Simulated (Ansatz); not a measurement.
# YTl4: the cost of one run

Method: DFT PBE, scalar-relativistic, plane waves, PAW, unless a step names another level, in Ansatz 0.2.0.

12 further runs of the same task are left out: 2 that didn't finish, 10 set aside as unsound or not needed.

## Step 1: What the formula suggests

Pauling electronegativities: Y 1.22, Tl 1.62 (spread 0.40). It is an alloy, so charge balance gives no guide. Tabulated atomic sizes suggest about 29 Å³/atom. 25 candidates were drawn, by swapping species into database cells of other compounds, at random by space group and Wyckoff sites, or by hand, as the table says:

```csv
name,made from,space group no.,Wyckoff sites,atoms (primitive cell),V (Å³/atom)
c01,random,191,"Y 1b; Tl 1a, 3f",5,37.0
c02,database cell of EuGa4,139,"Y 2a; Tl 4d, 4e",5,30.6
c03,random,191,"Y 1a; Tl 3g, 1b",5,35.5
c04,random,123,Y 1c; Tl 4k,5,32.4
c05,random,215,Y 1a; Tl 4e,5,33.7
c06,random,225,"Y 4b, 4a; Tl 24e, 8c",10,31.9
c07,random,166,"Y 3b; Tl 9d, 3a",5,29.2
c08,random,69,"Y 4b; Tl 8i, 8c",5,31.6
c09,random,186,"Y 2b; Tl 2a, 6c",10,33.5
c10,random,217,Y 2a; Tl 8c,5,34.7
c11,random,225,"Y 8c; Tl 24e, 4b, 4a",10,35.2
c12,database cell of Mn4N,221,"Y 1a; Tl 1b, 3c",5,28.5
c13,database cell of CrGa4,229,Y 2a; Tl 8c,5,31.2
c14,random,187,"Y 1b; Tl 1f, 3j",5,34.5
c15,random,174,"Y 1b; Tl 1c, 3j",5,33.2
c16,random,227,Y 8a; Tl 32e,10,37.1
c17,random,164,"Y 1b; Tl 2c, 2d",5,33.7
c18,random,69,Y 4a; Tl 16m,5,31.8
c19,random,123,Y 1c; Tl 4m,5,37.1
c20,random,99,"Y 1b; Tl 1a, 2c, 1b",5,35.9
c21,random,191,Y 1a; Tl 4h,5,37.6
c22,random,65,Y 2b; Tl 8o,5,33.9
c23,random,191,"Y 1a; Tl 3f, 1b",5,33.5
c24,random,123,Y 1d; Tl 4m,5,32.7
c25,random,221,"Y 1b; Tl 3d, 1a",5,29.9
```

## Step 2: Screening run of c12

File input.yaml:

```yaml
crystal:
  lattice:
    - [5.22619841, 0.0, 0.0]
    - [0.0, 5.22619841, 0.0]
    - [0.0, 0.0, 5.22619841]
  atoms:
    - { symbol: "Y", position: [0.0, 0.0, 0.0] }
    - { symbol: Tl, position: [0.5, 0.5, 0.5] }
    - { symbol: Tl, position: [0.0, 0.5, 0.5] }
    - { symbol: Tl, position: [0.5, 0.0, 0.5] }
    - { symbol: Tl, position: [0.5, 0.5, 0.0] }
basis:
  ecutwfc: 420
kpoints:
  mp_grid: { grid: [3, 3, 3] }
hamiltonian:
  xc: pbe
scf:
  occupations: { method: gaussian, width: 0.2 }
  lower_state_search: "off"
output:
  forces: true
  stress: true
  eigenvalues: true
relax:
  adjacent_minimum: "off"
  f_tol: 0.08
  max_steps: 16
  cell: { stress_tol: 0.8 }
```

Launch:

```
$ ansatz run input.yaml --threads 1 --pin off --max-ram 2560MiB --backend cpu --events-out ev --progress --plain --runs-dir out
```

Q: Estimate wall time and peak memory on 1 thread of Intel Xeon Platinum 8488C (Sapphire Rapids), shared host.

About 6.2 s, with a peak of 0.42 GiB.
